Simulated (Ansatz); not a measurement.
**C₂H₆OSn: up Jacob's ladder to CCSD(T)**

The task here is to estimate one member of a computed series from the others.

Computed with Ansatz 0.2.0, Gaussian basis. Level: functionals in def2-TZVPP, the program's frozen cores in correlated methods.

Plan: PBE-D4, r2SCAN-D4, PBE0-D4, B3LYP-D4, ωB97X-V, ωB97M-V, B2PLYP; CCSD(T)/def2-TZVPP; MP2/def2-QZVPP; extrapolation to the limit.

### Structure used throughout

The geometry comes from an earlier relaxation with PBE0-D4 in a triple-zeta def2 set; it is a stationary point, not always the lowest conformer. Sn takes the def2 core potential; no spin-orbit term is included.

SMILES `C1[CH2][SnH2][O]1`, 10 atoms, charge 0, spin multiplicity 1.

Atoms are counted from 1 here; the program's logs count them from 0.

Bond lengths: C1–C2 1.543 Å, C1–O4 1.428 Å, C1–H5 1.097 Å, C1–H6 1.097 Å, C2–Sn3 2.145 Å, C2–H7 1.089 Å, C2–H8 1.089 Å, Sn3–O4 1.999 Å, Sn3–H9 1.710 Å, Sn3–H10 1.710 Å. Angles: C2–C1–O4 107.8°, C2–C1–H5 111.0°, C2–C1–H6 111.0°, O4–C1–H5 109.7°, O4–C1–H6 109.7°, H5–C1–H6 107.6°, C1–C2–Sn3 86.3°, C1–C2–H7 114.9°, C1–C2–H8 114.9°, Sn3–C2–H7 114.9°, Sn3–C2–H8 114.9°, H7–C2–H8 109.5°, C2–Sn3–O4 70.7°, C2–Sn3–H9 121.7°, C2–Sn3–H10 121.7°, O4–Sn3–H9 112.7°, O4–Sn3–H10 112.7°, H9–Sn3–H10 110.2° and more.

As a file:

```mol
C2H6OSn
  3D, bonds by distance, orders not assigned

 10 10  0  0  0  0  0  0  0  0999 V2000
   -0.8049    0.7287   -0.4933 C   0  0
   -0.5445   -0.7784   -0.2900 C   0  0
    1.2525   -0.1897    0.7222 Sn  0  0
    0.2775    1.4425    0.1047 O   0  0
   -0.8671    0.9774   -1.5599 H   0  0
   -1.7501    1.0317   -0.0264 H   0  0
   -1.2751   -1.2903    0.3348 H   0  0
   -0.3887   -1.3452   -1.2069 H   0  0
    1.3928   -0.2714    2.4248 H   0  0
    2.7906   -0.3567   -0.0070 H   0  0
  1  2  8  0
  2  3  8  0
  3  4  8  0
  1  5  8  0
  1  6  8  0
  2  7  8  0
  2  8  8  0
  3  9  8  0
  3 10  8  0
  1  4  8  0
M  END
```

The first run:

in.yaml

```yaml
crystal:
  periodic: [false, false, false]
  atoms:
    - {symbol: C, position_ang: [-0.804858, 0.728705, -0.493299]}
    - {symbol: C, position_ang: [-0.544497, -0.778351, -0.289991]}
    - {symbol: Sn, position_ang: [1.252542, -0.189730, 0.722230]}
    - {symbol: O, position_ang: [0.277532, 1.442541, 0.104651]}
    - {symbol: H, position_ang: [-0.867068, 0.977355, -1.559907]}
    - {symbol: H, position_ang: [-1.750117, 1.031747, -0.026392]}
    - {symbol: H, position_ang: [-1.275068, -1.290267, 0.334832]}
    - {symbol: H, position_ang: [-0.388721, -1.345170, -1.206862]}
    - {symbol: H, position_ang: [1.392751, -0.271399, 2.424828]}
    - {symbol: H, position_ang: [2.790601, -0.356730, -0.006989]}
basis:
  gaussian: {orbitals: def2-TZVPP}
hamiltonian: {xc: pbe, dispersion: d4}
output: {forces: true, orbitals: {seedname: orbitals}}
```

Launch:

```console
$ ansatz run in.yaml --threads 4 --pin off --events-out ev --progress --plain --max-ram 10444MiB
```

Among the steps run: PBE-D4 (GGA); r2SCAN-D4 (meta-GGA); PBE0-D4 (hybrid); B3LYP-D4 (hybrid); ωB97X-V (range-separated); ωB97M-V (range-separated); B2PLYP (double hybrid); CCSD(T) in def2-TZVPP; MP2 in def2-QZVPP.

One of the session's tables, all rows but one given; the rest of the session is left out.

It belongs to the step «Atomisation energies». 

| method | atoms, summed (eV) | atomisation energy (eV) |
| --- | --- | --- |
| PBE-D4 | -10009.672 | 36.269 |
| r2SCAN-D4 | -10015.277 | 35.644 |
| PBE0-D4 | -10010.913 | 35.579 |
| B3LYP-D4 | -10018.025 | 35.436 |
| ωB97X-V | -10013.493 | 35.802 |
| ωB97M-V | -10012.182 | 35.633 |
| B2PLYP | ? | ? |
| HF/def2-TZVPP | -9974.044 | 24.996 |
| MP2/def2-TZVPP | -9988.698 | 35.161 |
| CCSD/def2-TZVPP | -9990.178 | 34.239 |
| CCSD(T)/def2-TZVPP | -9990.528 | 34.845 |
| MP2/CBS | -10000.014 | 36.149 |
| CCSD(T)/CBS | -10001.844 | 35.833 |

**Question.** Estimate the row for B2PLYP.

The run gave: atoms, summed (eV): -10006.802; atomisation energy (eV): 35.107. In the column «atoms, summed (eV)» it lies between PBE-D4 (-10009.672) and CCSD(T)/CBS (-10001.844).
